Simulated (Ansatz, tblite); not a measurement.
# C13H22: one state, many levels

How do method and basis change the picture of C13H22 (singlet)?

Computed with Ansatz 0.2.0, Gaussian basis. Level: as each input shows.

Plan: GFN1-xTB, GFN2-xTB, PBE-D4/def2-TZVP, r2SCAN-D4/def2-TZVP, PBE-D4/def2-SVP, PBE0-D4/def2-SVP, HF/STO-3G, HF/6-31G, B3LYP-D4/6-31G, MP2/def2-SVP.

4 further runs of the same task are left out: 4 that didn't finish.

## 1. The structure

The geometry is that of the singlet, from an earlier relaxation (PBE-D4/def2-SVP).

SMILES `C#CCCCCCCCCCC=C`, 35 atoms, charge 0, spin multiplicity 1.

Bond lengths: C1–C2 1.224 Å, C1–H14 1.082 Å, C2–C3 1.462 Å, C3–C4 1.549 Å, C3–H15 1.112 Å, C3–H16 1.112 Å, C4–C5 1.534 Å, C4–H17 1.112 Å, C4–H18 1.110 Å, C5–C6 1.531 Å, C5–H19 1.112 Å, C5–H20 1.112 Å, C6–C7 1.532 Å, C6–H21 1.114 Å, C6–H22 1.110 Å, C7–C8 1.537 Å, C7–H23 1.112 Å, C7–H24 1.113 Å and more. Angles: C2–C1–H14 179.0°, C1–C2–C3 177.0°, C2–C3–C4 114.4°, C2–C3–H15 108.0°, C2–C3–H16 109.7°, C4–C3–H15 109.6°, C4–C3–H16 109.3°, H15–C3–H16 105.4°, C3–C4–C5 114.5°, C3–C4–H17 107.4°, C3–C4–H18 108.9°, C5–C4–H17 110.5°, C5–C4–H18 108.8°, H17–C4–H18 106.3°, C4–C5–C6 115.0°, C4–C5–H19 108.4°, C4–C5–H20 109.0°, C6–C5–H19 108.1° and more.

PBE0-D4/def2-TZVP was run before; its log isn't repeated, and its numbers join the tables.

## 2. GFN1-xTB

Tight binding, by tblite at 300 K electronic temperature and without a spin-polarisation term:

```python
tblite.interface.Calculator('GFN1-xTB', numbers, positions, charge=0, uhf=0).singlepoint()
```

Energy -1068.7301 eV, HOMO -11.73 eV, LUMO -6.65 eV; 0.026 s.

## 3. GFN2-xTB

Tight binding, by tblite at 300 K electronic temperature and without a spin-polarisation term:

```python
tblite.interface.Calculator('GFN2-xTB', numbers, positions, charge=0, uhf=0).singlepoint()
```

Energy -1060.0259 eV, HOMO -10.65 eV, LUMO -5.59 eV; 0.017 s.

## 4. PBE-D4/def2-TZVP

start.molden holds the orbitals of an earlier run on this state, given as this run's starting guess.

in.yaml reads:

```yaml
crystal:
  periodic: [false, false, false]
  atoms:
    - {symbol: C, position_ang: [0.959101, 2.416317, -0.667385]}
    - {symbol: C, position_ang: [1.812560, 1.633549, -1.063777]}
    - {symbol: C, position_ang: [2.792672, 0.642230, -1.504249]}
    - {symbol: C, position_ang: [3.522409, -0.092457, -0.351733]}
    - {symbol: C, position_ang: [2.602366, -0.590912, 0.769730]}
    - {symbol: C, position_ang: [1.418821, -1.444472, 0.305675]}
    - {symbol: C, position_ang: [0.459820, -1.809570, 1.443697]}
    - {symbol: C, position_ang: [-0.874151, -2.421818, 0.988020]}
    - {symbol: C, position_ang: [-1.685034, -1.561893, 0.002897]}
    - {symbol: C, position_ang: [-1.951064, -0.126786, 0.469580]}
    - {symbol: C, position_ang: [-2.781989, 0.690658, -0.534292]}
    - {symbol: C, position_ang: [-3.053349, 2.095523, -0.077451]}
    - {symbol: C, position_ang: [-2.696438, 3.215547, -0.732290]}
    - {symbol: H, position_ang: [0.192192, 3.098986, -0.326953]}
    - {symbol: H, position_ang: [2.267904, -0.098753, -2.147042]}
    - {symbol: H, position_ang: [3.543576, 1.127000, -2.165401]}
    - {symbol: H, position_ang: [4.083566, -0.940904, -0.799881]}
    - {symbol: H, position_ang: [4.283159, 0.588450, 0.084658]}
    - {symbol: H, position_ang: [2.199259, 0.292718, 1.311786]}
    - {symbol: H, position_ang: [3.209800, -1.153140, 1.512486]}
    - {symbol: H, position_ang: [1.779364, -2.368541, -0.201614]}
    - {symbol: H, position_ang: [0.855594, -0.874831, -0.462937]}
    - {symbol: H, position_ang: [0.961835, -2.508659, 2.148087]}
    - {symbol: H, position_ang: [0.255678, -0.891895, 2.038865]}
    - {symbol: H, position_ang: [-0.687180, -3.414391, 0.521482]}
    - {symbol: H, position_ang: [-1.494728, -2.624678, 1.888786]}
    - {symbol: H, position_ang: [-2.655450, -2.067500, -0.198030]}
    - {symbol: H, position_ang: [-1.166772, -1.526046, -0.981323]}
    - {symbol: H, position_ang: [-2.468048, -0.143904, 1.456199]}
    - {symbol: H, position_ang: [-0.989540, 0.404264, 0.636556]}
    - {symbol: H, position_ang: [-2.263812, 0.710324, -1.517611]}
    - {symbol: H, position_ang: [-3.752881, 0.168091, -0.701604]}
    - {symbol: H, position_ang: [-3.581821, 2.192028, 0.891061]}
    - {symbol: H, position_ang: [-2.927495, 4.216367, -0.334181]}
    - {symbol: H, position_ang: [-2.169915, 3.169095, -1.701832]}
basis:
  gaussian: {orbitals: def2-TZVP, initial_orbitals: start.molden}
hamiltonian: {xc: pbe, dispersion: d4}
scf: {omitted_lower_state_checks: [starts]}
output: {forces: true, orbitals: {seedname: orbitals}}
```

Launch:

```
$ ansatz run in.yaml --threads 4 --pin off --events-out ev --progress --plain --max-ram 6963MiB
```

After this run come: r2SCAN-D4/def2-TZVP; PBE-D4/def2-SVP; PBE0-D4/def2-SVP; HF/STO-3G; HF/6-31G; B3LYP-D4/6-31G; MP2/def2-SVP.

Q: Predict the results of all the runs planned. Wanted: gap in def2-TZVP, named functionals, smallest and largest; correlation energy, MP2/def2-SVP; binding an atom, functionals in def2-TZVP; PBE0 total energy, smallest basis above largest.

As calculated:

```
                                                 quantity                                 value
gap in def2-TZVP, named functionals, smallest and largest   5.32 eV (PBE-D4), 7.47 eV (PBE0-D4)
                         correlation energy, MP2/def2-SVP                             -49.44 eV
                binding an atom, functionals in def2-TZVP  4.34 (r2SCAN-D4) to 4.43 eV (PBE-D4)
          PBE0 total energy, smallest basis above largest        14.42 eV (def2-SVP, def2-TZVP)
```

In words: Over the named functionals in def2-TZVP the gap runs from 5.32 eV (PBE-D4) to 7.47 eV (PBE0-D4); exact exchange widens it.
